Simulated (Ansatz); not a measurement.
# Sr2Tb: the cost of one run

Method: DFT PBE, scalar-relativistic, plane waves, PAW; 4f electrons in the core of a trivalent norm-conserving potential, in Ansatz 0.2.0.

## 1. The system as given

It takes space group Pn-3m (No. 224, cubic). The conventional cell has a = 5.562 Å, b = 5.562 Å, c = 5.562 Å, α = 90.00°, β = 90.00°, γ = 90.00°. Around Sr (site symmetry -3m) lie 2 Tb at 2.41 Å. Tb (site symmetry -43m) has 4 Sr at 2.41 Å in its first shell of neighbours.

Coordinates:

```
Sr Tb
1.0
     5.56195    0.00000    0.00000
     0.00000    5.56195    0.00000
     0.00000    0.00000    5.56195
Sr Tb
4 2
Direct
  0.25000 0.25000 0.25000
  0.25000 0.75000 0.75000
  0.75000 0.75000 0.25000
  0.75000 0.25000 0.75000
  0.00000 0.00000 0.00000
  0.50000 0.50000 0.50000
```

A structure generator made this guess: species swapped into a database cell of Au2S (Pn-3m, No. 224), with Tb on the S sites and Sr on the Au sites. Its size is a rough estimate.

## 2. Probe: one point on a coarse mesh

input.yaml reads:

```yaml
crystal:
  lattice:
    - [5.56194553, 0.0, 0.0]
    - [0.0, 5.56194553, 0.0]
    - [0.0, 0.0, 5.56194553]
  atoms:
    - { symbol: Sr, position: [0.25, 0.25, 0.25] }
    - { symbol: Sr, position: [0.25, 0.75, 0.75] }
    - { symbol: Sr, position: [0.75, 0.75, 0.25] }
    - { symbol: Sr, position: [0.75, 0.25, 0.75] }
    - { symbol: Tb, position: [0.0, 0.0, 0.0] }
    - { symbol: Tb, position: [0.5, 0.5, 0.5] }
basis:
  ecutwfc: 690
kpoints:
  mp_grid: { grid: [4, 4, 4] }
hamiltonian:
  xc: pbe
  pseudopotentials:
    kind: paw
    azcp: { Tb: "pseudopotentials/pbe/nc/lanthanide_3plus/Tb.nc.azcp" }
scf:
  occupations: { method: gaussian, width: 0.1 }
  lower_state_search: "off"
output:
  forces: true
  stress: true
  eigenvalues: true
```

Started as:

```
$ ansatz run input.yaml --threads 1 --pin off --max-ram 2560MiB --backend cpu --events-out ev --progress --plain --runs-dir out
```

What time and memory should one allow on 1 thread of Intel Xeon at 2.70GHz, shared host?

About 9.1 s, with a peak of 0.48 GiB.
